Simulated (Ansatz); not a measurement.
# C4H7Al, SMILES CC1=[C]([AlH2])C1: a single point from an input written key by key

With Ansatz 0.2.0, Python API.

Contents of `input.yaml`:
```yaml
crystal:
  periodic: [false, false, false]
  atoms:
    - { symbol: C, position_ang: [-1.8687, -0.8178, -0.0356] }
    - { symbol: C, position_ang: [-0.4481, -0.5749, -0.1315] }
    - { symbol: C, position_ang: [0.6917, 0.2777, -0.0039] }
    - { symbol: Al, position_ang: [1.6092, 2.0217, 0.4478] }
    - { symbol: C, position_ang: [0.8423, -1.0637, -0.4188] }
    - { symbol: H, position_ang: [-2.1399, -1.5621, 0.6814] }
    - { symbol: H, position_ang: [-2.2812, -1.0575, -1.0413] }
    - { symbol: H, position_ang: [-2.3623, 0.1866, 0.2757] }
    - { symbol: H, position_ang: [0.6135, 3.2468, 0.9493] }
    - { symbol: H, position_ang: [3.12, 2.2006, 0.3771] }
    - { symbol: H, position_ang: [1.045, -1.181, -1.4611] }
    - { symbol: H, position_ang: [1.2556, -1.7314, 0.395] }
basis:
  gaussian: { orbitals: def2-SVP }
correlation:
  method: mp2
```

The cells in order, each with its output:

**Cell 1**
```python
import ansatz as az

session = az.Session.from_deck("input.yaml")
summary = session.plan(threads=1).execute().report

print(f"E = {summary['free_energy_ev']:.6f} eV = {summary['free_energy_ev'] / 27.211386246:.7f} Ha")
print("converged:", summary["converged"], " doubts:", summary["published_state_doubts"] or "none")
symbols = ["C", "C", "C", "Al", "C", "H", "H", "H", "H", "H", "H", "H"]
parts = summary["correlation"]
for name in ("random_phase", "coupled_cluster", "perturbative"):
    if name in parts:
        print(f"{name:16s} {parts[name]['energy']['hartree']:12.7f} Ha")
if "second_order" in parts:
    pair = parts["second_order"]
    print(f"MP2 same spin {pair['same_spin']['hartree']:.7f} Ha, opposite spin {pair['opposite_spin']['hartree']:.7f} Ha")
```
Output:
```text
E = -10823.244232 eV = -397.7468893 Ha
converged: True  doubts: none
MP2 same spin -0.1414445 Ha, opposite spin -0.4719363 Ha
```

Notes:
- Total energies depend on the basis set; only differences at equal settings carry meaning.
- The geometry is a force-field or estimated start, not a minimum of this method, and the basis set is short of its limit.
- Wall time of the script: 2.4 s on 1 thread of Arm Neoverse V1, on a shared host, peak memory 0.24 GiB.
